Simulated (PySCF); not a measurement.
Wanted: an ASE script for a PySCF 2.14.0 run.

```
Task                                       : RPA correlation energy
Functional                                 : PBE
Potentials or basis                        : 6-31g* (all-electron)
k mesh                                     : 1 × 1 × 1
Occupations                                : fixed
Spin                                       : no spin polarisation
Exponents discarded below (exp_to_discard) : 0 1/bohr^2
Frozen core bands                          : 11
conv_tol                                   : 1e-08 Ha
max_cycle                                  : 60
Relativity                                 : none
Coulomb method                             : Gaussian density fitting (GDF)
Grid for exchange and correlation          : Becke, atom-centred
Three-centre integrals                     : read from an earlier run's file
```

The system is CZnSH4, in a box.

```
C Zn S H
1.0
    14.00000    0.00000    0.00000
     0.00000   13.00000    0.00000
     0.00000    0.00000   12.00000
C Zn S H
1 1 1 4
Direct
  0.40017 0.55860 0.47111
  0.49556 0.47533 0.53666
  0.60912 0.38484 0.62065
  0.32960 0.51216 0.45694
  0.42816 0.58760 0.39131
  0.37623 0.62041 0.52323
  0.66909 0.39324 0.52999
```

The cell isn't the ideal one: atoms moved at random, drawn with an rms of 0.05 Å.

The input as run:

run.py

```python
import json
import numpy as np
from pyscf.pbc import gto, scf, dft, df
from pyscf.pbc.tools import pyscf_ase
from ase import Atoms

atoms = Atoms(['C', 'Zn', 'S', 'H', 'H', 'H', 'H'],
              cell=[[14.0, 0.0, 0.0], [0.0, 13.0, 0.0], [0.0, 0.0, 12.0]],
              scaled_positions=[[0.400167, 0.5586, 0.471114], [0.495565, 0.475334, 0.53666], [0.609124, 0.384836, 0.620653], [0.329598, 0.512156, 0.456941], [0.428161, 0.587603, 0.391313], [0.376235, 0.620413, 0.523225], [0.669093, 0.393242, 0.529995]],
              pbc=True)
cell = pyscf_ase.cell_from_ase(atoms)
cell.basis = '6-31g*'
cell.exp_to_discard = 0
cell.precision = 1e-08
cell.max_memory = 2520  # MB
cell.verbose = 4
cell.build()

res = {}
kpts = cell.make_kpts([1, 1, 1])
mf = dft.KRKS(cell, kpts, xc='pbe')
mf = mf.density_fit()
mf.with_df._cderi = 'cderi.h5'  # three-centre integrals saved by an earlier run on this cell, basis and mesh
mf.conv_tol = 1e-08
mf.max_cycle = 60

mf.kernel()
res.update(converged=bool(mf.converged), e_tot=mf.e_tot, nelec=cell.nelectron, nao=cell.nao, mesh=list(map(int, cell.mesh)), a=cell.lattice_vectors().tolist(), coords=cell.atom_coords().tolist(),
           mo_energy=[np.real(x).tolist() for x in mf.mo_energy], mo_occ=[np.real(x).tolist() for x in mf.mo_occ])
import h5py
print('fit functions by k pair:', sorted({v['0'].shape[0] for v in h5py.File(mf.with_df._cderi)['j3c'].values()}))
res.update(kpts=cell.get_scaled_kpts(kpts).tolist())
res['parts'] = {k: float(np.real(v)) for k, v in mf.scf_summary.items() if np.isscalar(v)}
json.dump(res, open('results.json', 'w'))
if not mf.converged:
    raise SystemExit('SCF not converged')

print('levels (eV)')
for i, kp in enumerate(res['kpts'][:40]):
    print('k %7.4f %7.4f %7.4f  ' % tuple(kp), ' '.join('%.3f' % (x * 27.211386) for x in res['mo_energy'][i][:33]))

# Mulliken populations
dm, s = np.asarray(mf.make_rdm1()), np.asarray(mf.get_ovlp())
sites = cell.aoslice_by_atom()[:, 2:]
tot = np.einsum('kij,kji->i', dm, s).real / len(kpts)
res['mulliken'] = [cell.atom_charge(i) - tot[a0:a1].sum() for i, (a0, a1) in enumerate(sites)]
print('Mulliken charges', np.round(res['mulliken'], 5))

from pyscf.pbc.gw.krpa import KRPA
rpa = KRPA(mf, frozen=11)
rpa.kernel()
res.update(e_corr=rpa.e_corr, e_hf=rpa.e_hf, e_rpa=rpa.e_tot)
rpa.fc = True  # again, with the correction for q -> 0
rpa.kernel()
res['e_corr_fc'] = rpa.e_corr
res['done'] = True
json.dump(res, open('results.json', 'w'))
```

Potentials or basis: 6-31g* (all-electron).

The run is started by

```console
$ OMP_NUM_THREADS=2 python -u run.py > log
```

It gave:

The gap between the frontier levels, mean-field level is 4.77 eV. The mulliken charges are C -0.77; Zn +0.45; S -0.36; H +0.18, +0.20, +0.11 e. The RPA correlation energy is -3.165 eV/atom and the RPA correlation energy per cell is -22.158 eV.

Caveat: the basis is small and the box finite, so much correlation energy is missing and levels can be off by tenths of an eV; Mulliken charges move with the basis; this is a molecule in a periodic box at the Γ point, so its band gap is the HOMO-LUMO gap; total energy, band gap and charges are those of the mean-field reference; the basis of atomic orbitals isn't converged, which shifts pressures, moduli and gaps.

Wall time 48 s on 2 threads of Arm Neoverse V1 (shared host), peak memory 1.9 GiB.
